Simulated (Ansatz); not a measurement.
# SiC2N4: the cost of one run

Computed with Ansatz 0.2.0 (DFT, PBE, plane-wave PAW, default files, scalar-relativistic, as far as a step names no other, unless a step's input says otherwise).

1 further run of the same task is left out (set aside as unsound or not needed).

**1. The system as given**

The structure is cubic, space group Pn-3m (No. 224). Conventional cell: a = 6.189 Å, b = 6.189 Å, c = 6.189 Å, α = 90.00°, β = 90.00°, γ = 90.00°. Si (site symmetry -43m) has 4 N at 1.58 Å as nearest neighbours. C (site symmetry -3m) has 2 N at 1.10 Å as nearest neighbours. N (site symmetry 3m) is surrounded by 1 C at 1.10 Å.

Structure file:

```cif
data_structure
_symmetry_space_group_name_H-M 'Pn-3m:1'
_symmetry_Int_Tables_number 224
_cell_length_a 6.1885
_cell_length_b 6.1885
_cell_length_c 6.1885
_cell_angle_alpha 90.000
_cell_angle_beta 90.000
_cell_angle_gamma 90.000
_cell_volume 237.00
loop_
_atom_site_label
_atom_site_type_symbol
_atom_site_symmetry_multiplicity
_atom_site_Wyckoff_symbol
_atom_site_fract_x
_atom_site_fract_y
_atom_site_fract_z
_atom_site_occupancy
Si1 Si 2 a 0.00000 0.00000 0.00000 1
C1 C 4 c 0.75000 0.75000 0.75000 1
N1 N 8 e 0.85300 0.85300 0.85300 1
```

**2. Single point at the given positions**

Contents of input.yaml:

```yaml
crystal:
  lattice:
    - [6.1885, 0.0, 0.0]
    - [0.0, 6.1885, 0.0]
    - [0.0, 0.0, 6.1885]
  atoms:
    - { symbol: Si, position: [0.0, 0.0, 0.0] }
    - { symbol: Si, position: [0.5, 0.5, 0.5] }
    - { symbol: C, position: [0.75, 0.75, 0.75] }
    - { symbol: C, position: [0.75, 0.25, 0.25] }
    - { symbol: C, position: [0.25, 0.25, 0.75] }
    - { symbol: C, position: [0.25, 0.75, 0.25] }
    - { symbol: "N", position: [0.853, 0.853, 0.853] }
    - { symbol: "N", position: [0.647, 0.353, 0.353] }
    - { symbol: "N", position: [0.147, 0.147, 0.853] }
    - { symbol: "N", position: [0.353, 0.647, 0.353] }
    - { symbol: "N", position: [0.853, 0.147, 0.147] }
    - { symbol: "N", position: [0.647, 0.647, 0.647] }
    - { symbol: "N", position: [0.147, 0.853, 0.147] }
    - { symbol: "N", position: [0.353, 0.353, 0.647] }
kpoints:
  mp_grid: { grid: [5, 5, 5] }
scf:
  occupations: { method: fermi_dirac, width: 0.02 }
hamiltonian:
  xc: pbe
  pseudopotentials: { kind: paw }
output:
  forces: true
  stress: true
  populations: true
  efg:
    quadrupole_moments_barn: { "N": 0.02044 }
    contact_densities: true
```

On the command line:

```
ansatz run input.yaml --threads 1 --pin off --max-ram 2560MiB --backend cpu --events-out ev --progress --plain --runs-dir out
```

**Question.** How long does this run take on 1 thread of Arm Neoverse V2, shared host, and how much memory does it need?

About 9.4 s, with a peak of 0.48 GiB.
